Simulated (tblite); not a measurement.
# C5H9GeNS: the cost of one run

The runs use tblite 0.8.0 and PySCF 2.14.0, with density-fitted response routines of our own; the level of theory stands in each step. All values are computed, except where a source is named. Atoms count from 0, in the outputs and in this text.

### Step 1. Starting geometry

17 atoms, charge 0, multiplicity 1; geometry from: force field or distance geometry start.

Bonds of the start (Å): N0–C1 1.30, C1–C2 1.48, C2–S3 1.83, C2–C4 1.46, C4–C5 1.22, C5–C6 1.47, C6–Ge7 1.93, N0–H8 1.03, C1–H9 1.07, C2–H10 1.12, S3–H11 1.44, C6–H12 1.12, C6–H13 1.13, Ge7–H14 1.54, Ge7–H15 1.54, Ge7–H16 1.57.

### Step 2. Relaxing the molecule with GFN2-xTB

What the job is given:

```
{"job": {"kind": "relax", "xc": "GFN2-xTB", "basis": "xTB"}, "charge": 0, "multiplicity": 1}
N     -2.769900     0.430900     1.585100
C     -2.566100     0.978300     0.422000
C     -1.873800     0.202000    -0.635800
S     -2.887000    -1.302000    -0.907500
C     -0.522900    -0.149100    -0.201200
C      0.607200    -0.457400     0.132700
C      1.968500    -0.834100     0.539500
Ge     3.031000     0.772000     0.521100
H     -2.475200    -0.538300     1.766900
H     -2.890800     1.989900     0.280700
H     -1.849000     0.757600    -1.612100
H     -2.124400    -2.361200    -0.309400
H      2.378300    -1.631100    -0.126200
H      1.933800    -1.300900     1.567200
H      2.170800     1.977300     0.943400
H      3.669600     0.937500    -0.872100
H      4.192800     0.540600     1.545100
```

Started as:

```console
OMP_NUM_THREADS=1 python probes_run.py task.json out
```

This one command runs all jobs of the session in turn.

**Question.** How long does this first job take on 1 thread of Arm Neoverse V1, shared host, and how much memory does it need?

About 1 s, with a peak of 0.18 GiB.
